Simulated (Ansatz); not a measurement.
# B2ClFH2: a ladder of functionals and wavefunction methods

One table from this session's results is given with a row withheld; the runs are named, their logs left out.

Program: Ansatz 0.2.0, Gaussian basis. Level of theory: functionals in def2-TZVPP, the program's frozen cores in correlated methods. These are calculated values, not measurements.

The runs, in order: LDA (SPW92), PBE-D4, revPBE-D4, BLYP-D4, r2SCAN-D4, B97M-V, PBE0-D4, B3LYP-D4, r2SCANh-D4, r2SCAN0-D4, HSE06-D4, BHLYP-D4, CAM-B3LYP-D4, LC-ωPBE, ωB97X-V, ωB97M-V, B2PLYP, PBE-QIDH; CCSD(T)/def2-SVP; CCSD(T)/def2-TZVPP; MP2/def2-QZVPP; extrapolation to the limit; RPA on PBE.

### Structure used throughout

An earlier PBE0-D4 in a triple-zeta def2 set relaxation fixed the geometry.

SMILES `FBBCl`, 6 atoms, charge 0, spin multiplicity 1.

Atoms are counted from 1 here; the program's logs count them from 0.

Bond lengths: F1–B2 1.325 Å, B2–B3 1.693 Å, B2–H5 1.205 Å, B3–Cl4 1.745 Å, B3–H6 1.195 Å. Angles: F1–B2–B3 120.9°, F1–B2–H5 116.2°, B3–B2–H5 123.0°, B2–B3–Cl4 118.0°, B2–B3–H6 125.8°, Cl4–B3–H6 116.1°.

Geometry (Å):

| atom | x (Å) | y (Å) | z (Å) |
| --- | --- | --- | --- |
| F1 | 1.3996 | -1.3136 | -0.2674 |
| B2 | 0.8038 | -0.1341 | -0.3660 |
| B3 | -0.6366 | 0.1838 | 0.4642 |
| Cl4 | -2.1436 | -0.1142 | -0.3640 |
| H5 | 1.3419 | 0.6750 | -1.0788 |
| H6 | -0.7230 | 0.6390 | 1.5658 |

The first run:

Input file in.yaml:

```yaml
crystal:
  periodic: [false, false, false]
  atoms:
    - {symbol: F, position_ang: [1.399573, -1.313591, -0.267420]}
    - {symbol: B, position_ang: [0.803847, -0.134094, -0.366033]}
    - {symbol: B, position_ang: [-0.636644, 0.183762, 0.464239]}
    - {symbol: Cl, position_ang: [-2.143563, -0.114168, -0.364007]}
    - {symbol: H, position_ang: [1.341894, 0.675003, -1.078787]}
    - {symbol: H, position_ang: [-0.723006, 0.638988, 1.565808]}
basis:
  gaussian: {orbitals: def2-TZVPP}
hamiltonian: {xc: lda}
output: {orbitals: {seedname: orbitals}}
```

On the command line:

```console
$ ansatz run in.yaml --threads 2 --pin off --events-out ev --progress --plain --max-ram 4352MiB
```

Among the steps run: LDA; PBE-D4 (GGA); revPBE-D4 (GGA); BLYP-D4 (GGA); r2SCAN-D4 (meta-GGA); B97M-V (meta-GGA); PBE0-D4 (hybrid); B3LYP-D4 (hybrid); r2SCANh-D4 (hybrid); r2SCAN0-D4 (hybrid); HSE06-D4 (hybrid); BHLYP-D4 (hybrid); CAM-B3LYP-D4 (range-separated); LC-ωPBE (range-separated); ωB97X-V (range-separated); ωB97M-V (range-separated); B2PLYP (double hybrid); PBE-QIDH (double hybrid).

One of the session's tables, all rows but one given; the rest of the session is left out.

It belongs to the step «Orbital energies across the functionals». 

```
  functional  HOMO (eV)  LUMO (eV)  gap (eV)
 LDA (SPW92)      -6.71      -3.30      3.41
      PBE-D4          ?          ?         ?
   revPBE-D4      -6.58      -2.90      3.68
     BLYP-D4      -6.55      -2.84      3.71
   r2SCAN-D4      -6.91      -2.70      4.21
      B97M-V      -7.00      -2.74      4.26
     PBE0-D4      -8.02      -2.04      5.98
    B3LYP-D4      -7.83      -2.24      5.59
  r2SCANh-D4      -7.43      -2.36      5.07
  r2SCAN0-D4      -8.21      -1.85      6.35
    HSE06-D4      -7.62      -2.43      5.19
    BHLYP-D4      -9.36      -0.97      8.40
CAM-B3LYP-D4      -9.45      -0.90      8.56
     LC-ωPBE     -10.79       0.29     11.08
     ωB97X-V     -10.44       0.21     10.65
     ωB97M-V     -10.26      -0.01     10.25
```

**Question.** Estimate the row for PBE-D4.

As computed: HOMO (eV): -6.62; LUMO (eV): -3.02; gap (eV): 3.61. In the column «HOMO (eV)» it lies between LDA (SPW92) (-6.71) and revPBE-D4 (-6.58).
